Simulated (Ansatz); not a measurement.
# Cl₅HMoO: small, medium and large basis sets

An exercise on one series of results from a longer session: the logs are not shown, and one member is left open.

Program: Ansatz 0.2.0, Gaussian basis. Level of theory: one geometry, several basis sets. These are calculated values, not measurements.

The runs, in order: PBE0-D4/def2-SVP; ωB97M-V/def2-SVP; PBE0-D4/def2-QZVPP; ωB97M-V/def2-QZVPP; the functionals' def2-TZVPP values are taken from earlier runs.

## Structure used throughout

The geometry comes from an earlier relaxation with PBE0-D4 in a triple-zeta def2 set; it is a stationary point, not always the lowest conformer. Mo takes the def2 core potential; no spin-orbit term is included.

SMILES `[OH][Mo]([Cl])([Cl])([Cl])([Cl])[Cl]`, 8 atoms, charge 0, spin multiplicity 1.

Atoms are counted from 1 here; the program's logs count them from 0.

Bond lengths: O1–Mo2 1.832 Å, O1–H8 0.966 Å, Mo2–Cl3 2.286 Å, Mo2–Cl4 2.286 Å, Mo2–Cl5 2.269 Å, Mo2–Cl6 2.268 Å, Mo2–Cl7 2.357 Å. Angles: Mo2–O1–H8 125.9°, O1–Mo2–Cl3 92.9°, O1–Mo2–Cl4 92.9°, O1–Mo2–Cl5 163.9°, O1–Mo2–Cl6 95.4°, O1–Mo2–Cl7 80.3°, Cl3–Mo2–Cl4 172.7°, Cl3–Mo2–Cl5 87.8°, Cl3–Mo2–Cl6 87.5°, Cl3–Mo2–Cl7 92.6°, Cl4–Mo2–Cl5 87.8°, Cl4–Mo2–Cl6 87.5°, Cl4–Mo2–Cl7 92.7°, Cl5–Mo2–Cl6 100.7°, Cl5–Mo2–Cl7 83.6°, Cl6–Mo2–Cl7 175.7°.

Geometry (Å):

```mol
Cl5HMoO
  3D, bonds by distance, orders not assigned

  8  7  0  0  0  0  0  0  0  0999 V2000
   -0.5733   -1.3543    0.6047 O   0  0
   -0.0462    0.2949    0.0057 Mo  0  0
    1.3466    0.6263    1.7879 Cl  0  0
   -1.4998    0.2466   -1.7582 Cl  0  0
    1.0375    1.9880   -1.0463 Cl  0  0
   -1.6255    1.4536    1.1489 Cl  0  0
    1.5283   -1.0560   -1.1124 Cl  0  0
   -0.1676   -2.1991    0.3697 H   0  0
  1  2  8  0
  2  3  8  0
  2  4  8  0
  2  5  8  0
  2  6  8  0
  2  7  8  0
  1  8  8  0
M  END
```

Set-up of the first run:

Contents of in.yaml:

```yaml
crystal:
  periodic: [false, false, false]
  atoms:
    - {symbol: O, position_ang: [-0.573303, -1.354346, 0.604677]}
    - {symbol: Mo, position_ang: [-0.046205, 0.294880, 0.005746]}
    - {symbol: Cl, position_ang: [1.346610, 0.626259, 1.787898]}
    - {symbol: Cl, position_ang: [-1.499820, 0.246604, -1.758175]}
    - {symbol: Cl, position_ang: [1.037498, 1.988034, -1.046314]}
    - {symbol: Cl, position_ang: [-1.625467, 1.453649, 1.148897]}
    - {symbol: Cl, position_ang: [1.528261, -1.056006, -1.112429]}
    - {symbol: H, position_ang: [-0.167585, -2.199085, 0.369700]}
basis:
  gaussian: {orbitals: def2-SVP}
hamiltonian: {xc: pbe0, dispersion: d4}
output: {orbitals: {seedname: orbitals}}
```

Command:

```sh
ansatz run in.yaml --threads 2 --pin off --events-out ev --progress --plain --max-ram 32768MiB --backend cpu
```

Steps of the session up to this table: PBE0-D4 in def2-SVP; ωB97M-V in def2-SVP; PBE0-D4 in def2-QZVPP; ωB97M-V in def2-QZVPP.

One of the session's tables, all rows but one given; the rest of the session is left out.

| functional | basis | HOMO (eV) | LUMO (eV) |
| --- | --- | --- | --- |
| PBE0-D4 | def2-SVP | ? | ? |
| PBE0-D4 | def2-TZVPP | -8.89 | -5.63 |
| PBE0-D4 | def2-QZVPP | -8.89 | -5.62 |
| ωB97M-V | def2-SVP | -11.04 | -3.85 |
| ωB97M-V | def2-TZVPP | -11.05 | -3.84 |
| ωB97M-V | def2-QZVPP | -11.07 | -3.84 |

Estimate the missing values for PBE0-D4, def2-SVP.

**Answer.** HOMO (eV): -8.91; LUMO (eV): -5.68. In the column «HOMO (eV)» it lies between ωB97M-V, def2-SVP (-11.04) and PBE0-D4, def2-TZVPP (-8.89).
